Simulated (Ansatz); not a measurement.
# C2H6O2SSi: one species, many methods

How much do the methods differ for C2H6O2SSi? The plan is to run it at one geometry with functionals of several rungs and with coupled cluster, and see how far each lands from CCSD(T) at the basis-set limit for the atomisation energy.

Program: Ansatz 0.2.0, Gaussian basis. Level of theory: functionals in def2-TZVPP, the program's frozen cores in correlated methods. These are calculated values, not measurements.

The runs, in order: PBE-D4, r2SCAN-D4, PBE0-D4, B3LYP-D4, ωB97X-V, ωB97M-V, B2PLYP; CCSD(T)/def2-TZVPP; MP2/def2-QZVPP; extrapolation to the limit.

### Step 1. Structure used throughout

The geometry comes from an earlier relaxation with PBE0-D4 in a triple-zeta def2 set; it is a stationary point, not always the lowest conformer.

SMILES `C=C[Si](O)(O)S`, 12 atoms, charge 0, spin multiplicity 1.

Atoms are counted from 1 here; the program's logs count them from 0.

Bond lengths: C1–C2 1.331 Å, C1–H7 1.085 Å, C1–H8 1.087 Å, C2–Si3 1.845 Å, C2–H9 1.089 Å, Si3–O4 1.638 Å, Si3–O5 1.644 Å, Si3–S6 2.136 Å, O4–H10 0.959 Å, O5–H11 0.960 Å, S6–H12 1.343 Å. Angles: C2–C1–H7 121.3°, C2–C1–H8 122.1°, H7–C1–H8 116.6°, C1–C2–Si3 123.4°, C1–C2–H9 118.6°, Si3–C2–H9 118.0°, C2–Si3–O4 105.1°, C2–Si3–O5 111.3°, C2–Si3–S6 114.0°, O4–Si3–O5 114.1°, O4–Si3–S6 109.3°, O5–Si3–S6 103.3°, Si3–O4–H10 116.5°, Si3–O5–H11 116.2°, Si3–S6–H12 92.6°.

### Step 2. PBE-D4 (GGA)

The input, in.yaml:

```yaml
crystal:
  periodic: [false, false, false]
  atoms:
    - {symbol: C, position_ang: [0.033905, -1.765221, 1.214664]}
    - {symbol: C, position_ang: [-0.627791, -0.709639, 0.746738]}
    - {symbol: Si, position_ang: [0.130664, 0.554293, -0.363279]}
    - {symbol: O, position_ang: [1.661479, 0.030812, -0.621971]}
    - {symbol: O, position_ang: [-0.751397, 0.750498, -1.736359]}
    - {symbol: S, position_ang: [0.189939, 2.520057, 0.469660]}
    - {symbol: H, position_ang: [1.075631, -1.935628, 0.961648]}
    - {symbol: H, position_ang: [-0.434022, -2.495675, 1.868980]}
    - {symbol: H, position_ang: [-1.669034, -0.577049, 1.036423]}
    - {symbol: H, position_ang: [2.269728, 0.662150, -1.010230]}
    - {symbol: H, position_ang: [-1.027184, -0.054104, -2.180482]}
    - {symbol: H, position_ang: [-0.774918, 2.964408, -0.351892]}
basis:
  gaussian: {orbitals: def2-TZVPP}
hamiltonian: {xc: pbe, dispersion: d4}
output: {forces: true, orbitals: {seedname: orbitals}}
```

The run is started by

```sh
$ ansatz run in.yaml --threads 2 --pin off --events-out ev --progress --plain --max-ram 22528MiB --backend cuda --devices 0, --max-vram 18GiB
```

After this run come: r2SCAN-D4 (meta-GGA); PBE0-D4 (hybrid); B3LYP-D4 (hybrid); ωB97X-V (range-separated); ωB97M-V (range-separated); B2PLYP (double hybrid); CCSD(T) in def2-TZVPP; MP2 in def2-QZVPP.

Q: Predict the results of all the runs planned. Wanted: atomisation energy, CCSD(T)/CBS; farthest; mean size of error, hybrid; mean size of error, range-separated; gap, smallest and largest; T1 diagnostic; triples share of the correlation energy.

**Answer**, as computed:

```
                               quantity                                 value
        atomisation energy, CCSD(T)/CBS                       1147.0 kcal/mol
functionals within 5.7 kcal/mol (0.5 %)           r2SCAN-D4, ωB97X-V, ωB97M-V
                               farthest               B2PLYP (-18.1 kcal/mol)
             mean size of error, hybrid                          7.3 kcal/mol
    mean size of error, range-separated                          1.7 kcal/mol
              gap, smallest and largest  4.53 eV (PBE-D4), 11.31 eV (ωB97X-V)
                          T1 diagnostic                                0.0119
triples share of the correlation energy                                 4.0 %
```

In words: PBE-D4 misses by +17.0 kcal/mol. Double hybrids carry the basis error of their MP2 part in triple zeta, and no dispersion term here, so their miss is partly the set-up's. The reference freezes the cores and leaves out relativity and excitations past (T), so misses under about 5.7 kcal/mol can't be ranked. Hartree-Fock recovers 72 % of the binding; the rest is correlation. Orbital gaps span 4.5 to 11.3 eV; exact exchange widens them.
